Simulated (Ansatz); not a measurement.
Runs of Ansatz 0.2.0 on NbTe. The structure is hexagonal, space group P-6m2 (No. 187). The conventional cell has a = 3.703 Å, b = 3.703 Å, c = 3.694 Å, α = 90.00°, β = 90.00°, γ = 120.00°. Te (site symmetry -6m2) is surrounded by 6 Nb at 2.83 Å. Nb (site symmetry -6m2) has 6 Te at 2.83 Å as nearest neighbours. The cell comes from a database or a generator and needn't be the stable form of this composition.

| level | cutoff (eV) | gap on the mesh (eV) | pressure (GPa) |
| --- | --- | --- | --- |
| RPBE | 420 | none | 1.5 |
| LDA | 420 | none | -7.5 |
| revPBE | 420 | none | 0.9 |
| PBEsol | 420 | none | (a) |
| r2SCAN | 500 | none | -1.5 |
| BLYP | 420 | none | (b) |

Alike in all rows: task band structure; potentials or basis Ansatz PAW; no spin polarisation; cell as given; k mesh 8 × 8 × 7; smearing fermi-dirac 0.05 eV.

Question: Fill in the values left out.

Answer: (a) -5.2; (b) 6.6.

Caveats: spin-orbit coupling is left out, which moves the levels of the heavy elements; the PAW data sets come from PBE, with cores solved anew for the run's functional, which leaves a small shift of forces and pressure.

A k mesh can miss the band edges, and the runs leave out spin-orbit coupling on Nb, Te.

A gap of «none» marks a metal or a gap under the smearing width.

Runs at the PBE level aren't shown here.
